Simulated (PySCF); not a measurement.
# MoO4 (-3): ligand-field states, part 2 of 2

PySCF 2.14.0. Atoms count from 0. Earlier steps stand in the parts before.

## (6) Ligand-field states: state-averaged CASSCF (angle to the S4 axis at 65°) in water

The job: settings as JSON, then the geometry in Å.

```
{"job": {"kind": "lf", "basis": {"metal": "x2c-TZVPall", "ligand": "x2c-SVPall"}, "nevpt": true, "solvent": "water", "reuse": true}, "charge": -3, "metal": "Mo", "open_shell": "d1"}
Mo     0.000000     0.000000     0.000000
O      1.185584     1.185584     0.781844
O     -1.185584    -1.185584     0.781844
O     -1.185584     1.185584    -0.781844
O      1.185584    -1.185584    -0.781844
```

With the program's defaults for keys left out, this is: state-averaged CASSCF of the metal d shell, SC-NEVPT2 on the averaged canonical orbitals, state-interaction spin-orbit coupling.

Standard output (excerpt; [...] marks lines left out):

```text
basis functions 119, electrons 77, active (1e, 5o)
start from the orbitals of the previous structure
stage 1: DIIS on the effective Fock matrix, level shift 0.30
cycle   1  E = -4344.9807638208  dE = -4.345e+03  max|g| = 1.119e+00
cycle   2  E = -4345.7979584960  dE = -8.172e-01  max|g| = 2.760e-01
cycle   3  E = -4345.8656535891  dE = -6.770e-02  max|g| = 8.464e-02
cycle   4  E = -4345.8749167533  dE = -9.263e-03  max|g| = 4.449e-02
cycle   5  E = -4345.8775112757  dE = -2.595e-03  max|g| = 2.174e-02
cycle   6  E = -4345.8781047835  dE = -5.935e-04  max|g| = 1.040e-02
cycle   7  E = -4345.8783067029  dE = -2.019e-04  max|g| = 6.149e-03
cycle   8  E = -4345.8783735913  dE = -6.689e-05  max|g| = 3.167e-03
cycle   9  E = -4345.8783954240  dE = -2.183e-05  max|g| = 2.183e-03
cycle  10  E = -4345.8784039745  dE = -8.551e-06  max|g| = 1.422e-03
[... 4 cycles left out ...]
cycle  15  E = -4345.8784090781  dE = -9.494e-08  max|g| = 1.003e-04
cycle  16  E = -4345.8784091328  dE = -5.468e-08  max|g| = 5.897e-05
cycle  17  E = -4345.8784091659  dE = -3.312e-08  max|g| = 5.037e-05
cycle  18  E = -4345.8784091871  dE = -2.126e-08  max|g| = 4.356e-05
cycle  19  E = -4345.8784092044  dE = -1.728e-08  max|g| = 3.695e-05
cycle  20  E = -4345.8784092194  dE = -1.493e-08  max|g| = 3.005e-05
cycle  21  E = -4345.8784092313  dE = -1.194e-08  max|g| = 2.316e-05
cycle  22  E = -4345.8784092387  dE = -7.368e-09  max|g| = 1.754e-05
cycle  23  E = -4345.8784092431  dE = -4.410e-09  max|g| = 1.295e-05
cycle  24  E = -4345.8784092454  dE = -2.292e-09  max|g| = 9.677e-06
converged average energy = -4345.8784092454

 mult deg   label        CASSCF/cm-1   NEVPT2/cm-1
   2   1   2A1                 0.0           0.0
   2   1   2B1              8652.3        9688.3
   2   2   2E              14623.1       14990.0
   2   1   2B2             34276.8       32200.0

spin-orbit levels / cm-1
      0.00  x2  2A1 1.00
   9666.13  x2  2B1 0.99
  14937.31  x2  2E 1.00
  15191.95  x2  2E 0.99
  32256.77  x2  2B2 1.00
```

It took 5.1 s on 1 thread of Arm Neoverse V2, shared host; peak memory 0.32 GiB.

Warnings kept with the result: an active orbital is not mainly the metal shell.

An active orbital is only 61 % metal, under the run's own bar for a metal shell, so levels, ζ, ground spin and magnetism of this run may not be those of the metal's shell and are not read here.

## (7) Ligand-field states: state-averaged CASSCF (angle to the S4 axis at 72°) in water

The job: settings as JSON, then the geometry in Å.

```
{"job": {"kind": "lf", "basis": {"metal": "x2c-TZVPall", "ligand": "x2c-SVPall"}, "nevpt": true, "solvent": "water", "reuse": true}, "charge": -3, "metal": "Mo", "open_shell": "d1"}
Mo     0.000000     0.000000     0.000000
O      1.244122     1.244122     0.571681
O     -1.244122    -1.244122     0.571681
O     -1.244122     1.244122    -0.571681
O      1.244122    -1.244122    -0.571681
```

Method: state-averaged CASSCF of the metal d shell, SC-NEVPT2 on the averaged canonical orbitals, state-interaction spin-orbit coupling.

Standard output:

```text
basis functions 119, electrons 77, active (1e, 5o)
start from the orbitals of the previous structure
stage 1: DIIS on the effective Fock matrix, level shift 0.30
cycle   1  E = -4344.1026745473  dE = -4.344e+03  max|g| = 1.607e+00
cycle   2  E = -4345.6801894805  dE = -1.578e+00  max|g| = 4.163e-01
cycle   3  E = -4345.8096400630  dE = -1.295e-01  max|g| = 1.290e-01
cycle   4  E = -4345.8264288296  dE = -1.679e-02  max|g| = 6.609e-02
cycle   5  E = -4345.8323084811  dE = -5.880e-03  max|g| = 3.219e-02
cycle   6  E = -4345.8335060593  dE = -1.198e-03  max|g| = 1.706e-02
cycle   7  E = -4345.8339538110  dE = -4.478e-04  max|g| = 9.969e-03
cycle   8  E = -4345.8341100139  dE = -1.562e-04  max|g| = 5.301e-03
cycle   9  E = -4345.8341649829  dE = -5.497e-05  max|g| = 3.480e-03
cycle  10  E = -4345.8341876654  dE = -2.268e-05  max|g| = 2.293e-03
...
cycle  62  E = -4345.8374809432  dE = -5.325e-06  max|g| = 7.004e-04
cycle  63  E = -4345.8374846125  dE = -3.669e-06  max|g| = 5.416e-04
cycle  64  E = -4345.8374897116  dE = -5.099e-06  max|g| = 7.521e-04
cycle  65  E = -4345.8374938740  dE = -4.162e-06  max|g| = 8.396e-04
cycle  66  E = -4345.8374975254  dE = -3.651e-06  max|g| = 5.427e-04
cycle  67  E = -4345.8374991546  dE = -1.629e-06  max|g| = 2.283e-04
cycle  68  E = -4345.8374996750  dE = -5.204e-07  max|g| = 2.004e-04
cycle  69  E = -4345.8374998576  dE = -1.825e-07  max|g| = 1.047e-04
cycle  70  E = -4345.8374998952  dE = -3.766e-08  max|g| = 3.762e-05
cycle  71  E = -4345.8374999042  dE = -8.938e-09  max|g| = 1.350e-05
cycle  72  E = -4345.8374999059  dE = -1.782e-09  max|g| = 9.292e-06
converged average energy = -4345.8374999059

 mult deg   label        CASSCF/cm-1   NEVPT2/cm-1
   2   1   2A1                 0.0           0.0
   2   1   2B2             41135.7       10355.0
   2   1   2B1             15912.6       17315.5
   2   2   2E              15706.2       17671.9

spin-orbit levels / cm-1
      0.00  x2  2A1 1.00
  10378.63  x2  2B2 1.00
  17076.87  x2  2B1 0.75 2E 0.25
  17558.54  x2  2E 1.00
  18122.11  x2  2E 0.75 2B1 0.25
```

Wall time 11 s (1 thread of Arm Neoverse V2, shared host); peak memory 0.32 GiB.

Warnings kept with the result: an active orbital is not mainly the metal shell.

An active orbital is only 0 % metal, under the run's own bar for a metal shell, so levels, ζ, ground spin and magnetism of this run may not be those of the metal's shell and are not read here.

## (8) Ligand-field states: state-averaged CASSCF (angle to the S4 axis at 80°) in water

The job: settings as JSON, then the geometry in Å.

```
{"job": {"kind": "lf", "basis": {"metal": "x2c-TZVPall", "ligand": "x2c-SVPall"}, "nevpt": true, "solvent": "water", "reuse": true}, "charge": -3, "metal": "Mo", "open_shell": "d1"}
Mo     0.000000     0.000000     0.000000
O      1.288274     1.288274     0.321249
O     -1.288274    -1.288274     0.321249
O     -1.288274     1.288274    -0.321249
O      1.288274    -1.288274    -0.321249
```

Level: state-averaged CASSCF of the metal d shell, SC-NEVPT2 on the averaged canonical orbitals, state-interaction spin-orbit coupling.

Standard output:

```text
basis functions 119, electrons 77, active (1e, 5o)
start from the orbitals of the previous structure
stage 1: DIIS on the effective Fock matrix, level shift 0.30
cycle   1  E = -4343.4181855295  dE = -4.343e+03  max|g| = 1.989e+00
cycle   2  E = -4345.5295928541  dE = -2.111e+00  max|g| = 5.968e-01
cycle   3  E = -4345.7211462272  dE = -1.916e-01  max|g| = 1.929e-01
cycle   4  E = -4345.7497606524  dE = -2.861e-02  max|g| = 6.758e-02
cycle   5  E = -4345.7591388578  dE = -9.378e-03  max|g| = 2.720e-02
cycle   6  E = -4345.7644353672  dE = -5.297e-03  max|g| = 1.938e-02
cycle   7  E = -4345.7681668856  dE = -3.732e-03  max|g| = 1.707e-02
cycle   8  E = -4345.7705904926  dE = -2.424e-03  max|g| = 1.378e-02
cycle   9  E = -4345.7719683981  dE = -1.378e-03  max|g| = 9.880e-03
cycle  10  E = -4345.7727094490  dE = -7.411e-04  max|g| = 6.024e-03
...
cycle  71  E = -4345.7853039792  dE = -1.235e-05  max|g| = 7.574e-04
cycle  72  E = -4345.7853063905  dE = -2.411e-06  max|g| = 4.889e-04
cycle  73  E = -4345.7853077452  dE = -1.355e-06  max|g| = 3.428e-04
cycle  74  E = -4345.7853081313  dE = -3.861e-07  max|g| = 1.342e-04
cycle  75  E = -4345.7853082210  dE = -8.965e-08  max|g| = 1.545e-04
cycle  76  E = -4345.7853082696  dE = -4.856e-08  max|g| = 8.476e-05
cycle  77  E = -4345.7853082858  dE = -1.628e-08  max|g| = 3.252e-05
cycle  78  E = -4345.7853082945  dE = -8.617e-09  max|g| = 2.346e-05
cycle  79  E = -4345.7853082994  dE = -4.928e-09  max|g| = 3.002e-05
cycle  80  E = -4345.7853083018  dE = -2.428e-09  max|g| = 1.469e-05
cycle  82  E = -4345.7853083026  dE = -8.258e-10  max|g| = 9.063e-06
converged average energy = -4345.7853083026

 mult deg   label        CASSCF/cm-1   NEVPT2/cm-1
   2   1   2D                  0.0           0.0
   2   1   2D              45327.8       17039.5
   2   1   2D              17290.5       21275.0
   2   1   2D              17221.6       21339.0
   2   1   2B1             22780.7       26026.8

spin-orbit levels / cm-1
      0.00  x2  2D 1.00
  17042.21  x2  2D 1.00
  21111.15  x2  2D 0.58 2D 0.42
  21526.96  x2  2D 0.57 2D 0.42
  26093.82  x2  2B1 0.99
```

It took 12 s on 1 thread of Arm Neoverse V2, shared host; peak memory 0.32 GiB.

Warnings kept with the result: an active orbital is not mainly the metal shell.

An active orbital is only 15 % metal, under the run's own bar for a metal shell, so levels, ζ, ground spin and magnetism of this run may not be those of the metal's shell and are not read here.

## (9) Ligand-field states: state-averaged CASSCF (angle to the S4 axis at 90°) in water

The job: settings as JSON, then the geometry in Å.

```
{"job": {"kind": "lf", "basis": {"metal": "x2c-TZVPall", "ligand": "x2c-SVPall"}, "nevpt": true, "solvent": "water", "reuse": true}, "charge": -3, "metal": "Mo", "open_shell": "d1"}
Mo     0.000000     0.000000     0.000000
O      1.308148     1.308148     0.000000
O     -1.308148    -1.308148     0.000000
O     -1.308148     1.308148     0.000000
O      1.308148    -1.308148     0.000000
```

Level: state-averaged CASSCF of the metal d shell, SC-NEVPT2 on the averaged canonical orbitals, state-interaction spin-orbit coupling.

Standard output:

```text
basis functions 119, electrons 77, active (1e, 5o)
start from the orbitals of the previous structure
stage 1: DIIS on the effective Fock matrix, level shift 0.30
cycle   1  E = -4342.0608830035  dE = -4.342e+03  max|g| = 2.285e+00
cycle   2  E = -4345.3501065299  dE = -3.289e+00  max|g| = 7.773e-01
cycle   3  E = -4345.6575154253  dE = -3.074e-01  max|g| = 2.452e-01
cycle   4  E = -4345.7027273427  dE = -4.521e-02  max|g| = 1.021e-01
cycle   5  E = -4345.7148027752  dE = -1.208e-02  max|g| = 4.879e-02
cycle   6  E = -4345.7203922522  dE = -5.589e-03  max|g| = 2.368e-02
cycle   7  E = -4345.7228392272  dE = -2.447e-03  max|g| = 1.361e-02
cycle   8  E = -4345.7243490654  dE = -1.510e-03  max|g| = 1.111e-02
cycle   9  E = -4345.7252854567  dE = -9.364e-04  max|g| = 8.944e-03
cycle  10  E = -4345.7259089937  dE = -6.235e-04  max|g| = 7.206e-03
...
cycle  63  E = -4345.7420628853  dE = -1.370e-07  max|g| = 1.424e-04
cycle  64  E = -4345.7420629501  dE = -6.479e-08  max|g| = 7.300e-05
cycle  65  E = -4345.7420630116  dE = -6.145e-08  max|g| = 1.102e-04
cycle  66  E = -4345.7420631110  dE = -9.937e-08  max|g| = 1.784e-04
cycle  67  E = -4345.7420632782  dE = -1.672e-07  max|g| = 1.640e-04
cycle  68  E = -4345.7420633875  dE = -1.094e-07  max|g| = 1.531e-04
cycle  69  E = -4345.7420634607  dE = -7.320e-08  max|g| = 1.174e-04
cycle  70  E = -4345.7420634909  dE = -3.021e-08  max|g| = 5.735e-05
cycle  71  E = -4345.7420635020  dE = -1.106e-08  max|g| = 2.872e-05
cycle  72  E = -4345.7420635050  dE = -3.016e-09  max|g| = 1.152e-05
cycle  73  E = -4345.7420635059  dE = -9.095e-10  max|g| = 7.689e-06
converged average energy = -4345.7420635059

 mult deg   label        CASSCF/cm-1   NEVPT2/cm-1
   2   1   2D                  0.0           0.0
   2   1   2D              50866.4       24603.0
   2   2   2Eg             19009.6       26171.5
   2   1   2B2g            28174.5       33924.0

spin-orbit levels / cm-1
      0.00  x2  2D 1.00
  24578.82  x2  2D 0.97
  25932.47  x2  2Eg 0.97
  26465.60  x2  2Eg 1.00
  33969.16  x2  2B2g 1.00
```

It took 11 s on 1 thread of Arm Neoverse V2, shared host; peak memory 0.32 GiB.

Warnings kept with the result: an active orbital is not mainly the metal shell.

An active orbital is only 12 % metal, under the run's own bar for a metal shell, so levels, ζ, ground spin and magnetism of this run may not be those of the metal's shell and are not read here.

## (10) Ligand field across the series

From the NEVPT2 states (cm⁻¹; the spread is that of the fitted one-electron ligand-field levels):

| step | setting | ground state | next state | orbital spread | ζ | μ(eff), 300 K |
| --- | --- | --- | --- | --- | --- | --- |
| 2 | as given | 2E | 2T2 at 13949 | 13949 | 554 | 1.65 |
| 3 | angle to the S4 axis at 45 | 2B1 | 2A1 at 2779 | 22661 | 544 | 1.60 |
| 4 | angle to the S4 axis at 50 | 2B1 | 2A1 at 2180 | 18218 | 552 | 1.64 |
| 5 | angle to the S4 axis at 60 | 2A1 | 2B1 at 4379 | 22713 | 552 | 1.65 |

## (11) What came out

What follows sums up all 2 parts.

| quantity | value |
| --- | --- |
| spin-orbit constant ζ (step 2, state-averaged CASSCF in water) | 554 cm⁻¹ |
| ground multiplicity, μ(eff) at 300 K (step 2, 4 donors at 1.85 Å) | 2, 1.65 μB |
| ground multiplicity, μ(eff) at 300 K (step 3, 4 donors at 1.85 Å) | 2, 1.60 μB |
| ground multiplicity, μ(eff) at 300 K (step 4, 4 donors at 1.85 Å) | 2, 1.64 μB |
| ground multiplicity, μ(eff) at 300 K (step 5, 4 donors at 1.85 Å) | 2, 1.65 μB |

**Reading.** In step 2 ζ is 56 % of the free ion's 986 cm⁻¹: an effective value, diluted by mixing with the ligands. In step 2, χT goes from 0.33 at 2 K to 0.34 cm³ K/mol at 300 K: nearly flat, so one level governs the whole range. Steps 6, 7, 8, 9 are set aside: its active space failed the test for the metal's shell. The spread of the ligand-field levels runs from 13949 cm⁻¹ (as given) to 22713 cm⁻¹ (angle to the S4 axis at 60); μ(eff) at 300 K: 1.60 to 1.65 μB. The bonding is strongly covalent, and an active space of the metal's shell alone is small for it, so these values are rough.
